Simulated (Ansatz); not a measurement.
# Te: the cost of one run

Method: DFT PBEsol, scalar-relativistic, plane waves, PAW, in Ansatz 0.2.0.

### Step 1. The starting structure

It takes space group P4_2/mnm (No. 136, tetragonal). The conventional cell has a = 5.678 Å, b = 5.678 Å, c = 2.950 Å, α = 90.00°, β = 90.00°, γ = 90.00°. S (site symmetry m2m) is surrounded by 1 S at 1.87 Å.

Coordinates:

```cif
data_structure
_symmetry_space_group_name_H-M 'P 1'
_symmetry_Int_Tables_number 1
_cell_length_a 5.6781
_cell_length_b 5.6781
_cell_length_c 2.9496
_cell_angle_alpha 90.000
_cell_angle_beta 90.000
_cell_angle_gamma 90.000
_cell_volume 95.10
loop_
_atom_site_label
_atom_site_type_symbol
_atom_site_fract_x
_atom_site_fract_y
_atom_site_fract_z
_atom_site_occupancy
S1 S 0.88339 0.88339 0.50000 1
S2 S 0.11661 0.11661 0.50000 1
S3 S 0.38339 0.61661 0.00000 1
S4 S 0.61661 0.38339 0.00000 1
```

The structure comes from the Materials Project (structure only).

### Step 2. One element swapped, cell strained: S → Te, first probe

What differs from the listed cell: Te takes all sites of S, and lengths are scaled by 1.189 as a first guess of the size; strain xx, yy, zz, yz, xz, xy = +0.8, +0.8, +2.3, +0.0, +0.0, +0.0 %; atoms moved by 0.06 Å root mean square, at most 0.06 Å.

The input, input.yaml:

```yaml
crystal:
  lattice:
    - [6.7995907616, 0.0, 0.0]
    - [0.0, 6.7995907616, 0.0]
    - [0.0, 0.0, 3.5848151266]
  atoms:
    - { symbol: Te, position: [0.8908633781, 0.8908633781, 0.5] }
    - { symbol: Te, position: [0.1091366219, 0.1091366219, 0.5] }
    - { symbol: Te, position: [0.3908633781, 0.6091366219, 0.0] }
    - { symbol: Te, position: [0.6091366219, 0.3908633781, 0.0] }
basis:
  ecutwfc: 420
kpoints:
  mp_grid: { grid: [4, 4, 6] }
hamiltonian:
  xc: pbesol
scf:
  occupations: { method: gaussian, width: 0.1 }
output:
  forces: true
  stress: true
  eigenvalues: true
```

Launch:

```sh
ansatz run input.yaml --threads 1 --pin off --max-ram 1331MiB --backend cpu --events-out ev --progress --plain --runs-dir out
```

Q: Estimate wall time and peak memory on 1 thread of an x86-64 CPU, shared host.

About 4.2 s, with a peak of 0.46 GiB.
